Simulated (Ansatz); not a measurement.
# Fe2O3 (Hematite): the cost of one run

Computed with Ansatz 0.2.0 (DFT PBE, scalar-relativistic, plane waves, PAW, unless a step's input says otherwise).

### Step 1. The starting structure

Symmetry: R-3c, No. 167, trigonal system. The conventional cell has a = 4.773 Å, b = 4.773 Å, c = 13.304 Å, α = 90.00°, β = 90.00°, γ = 120.00°. Fe (site symmetry 3) has 6 O at 1.89 to 1.96 Å as nearest neighbours. O (site symmetry 2) has 4 Fe at 1.89 to 1.96 Å as nearest neighbours.

As a file:

```
Fe O
1.0
     2.38650    1.37785    4.43454
    -2.38650    1.37785    4.43454
     0.00000   -2.75570    4.43454
Fe O
4 6
Direct
  0.34545 0.34545 0.34545
  0.15455 0.15455 0.15455
  0.65455 0.65455 0.65455
  0.84545 0.84545 0.84545
  0.56322 0.93678 0.25000
  0.25000 0.56322 0.93678
  0.93678 0.25000 0.56322
  0.43678 0.06322 0.75000
  0.75000 0.43678 0.06322
  0.06322 0.75000 0.43678
```

This cell comes from an earlier session at PBE: 8.749 Å³/atom at -0.01 GPa, on a 6×6×6 mesh.

### Step 2. Antiferromagnetic, in the cell as typed

The input, input.yaml:

```yaml
crystal:
  lattice:
    - [2.3865028811, 1.3778480808, 4.4345384372]
    - [-2.3865028811, 1.3778480808, 4.4345384372]
    - [0.0, -2.7556961616, 4.4345384372]
  atoms:
    - { symbol: Fe, position: [0.3454541922, 0.3454541922, 0.3454541922], spin: 5.0 }
    - { symbol: Fe, position: [0.1545458078, 0.1545458078, 0.1545458078], spin: -5.0 }
    - { symbol: Fe, position: [0.6545458078, 0.6545458078, 0.6545458078], spin: -5.0 }
    - { symbol: Fe, position: [0.8454541922, 0.8454541922, 0.8454541922], spin: 5.0 }
    - { symbol: O, position: [0.5632180997, 0.9367819003, 0.25] }
    - { symbol: O, position: [0.25, 0.5632180997, 0.9367819003] }
    - { symbol: O, position: [0.9367819003, 0.25, 0.5632180997] }
    - { symbol: O, position: [0.4367819003, 0.0632180997, 0.75] }
    - { symbol: O, position: [0.75, 0.4367819003, 0.0632180997] }
    - { symbol: O, position: [0.0632180997, 0.75, 0.4367819003] }
basis:
  ecutwfc: 420
  ecutrho_ratio: 4
kpoints:
  mp_grid: { grid: [6, 6, 6] }
hamiltonian:
  xc: pbe
scf:
  occupations: { method: gaussian, width: 0.05 }
  lower_state_search: "off"
output:
  forces: true
  stress: true
  eigenvalues: true
  populations: true
magnetization:
  spin_polarized: true
```

Launch:

```console
> ansatz run input.yaml --threads 4 --pin off --max-ram 10240MiB --backend cpu --events-out ev --progress --plain --runs-dir out
```

What time and memory should one allow on 4 threads of Intel Xeon 6975P-C (Granite Rapids), shared host?

About 18 s, with a peak of 0.69 GiB.
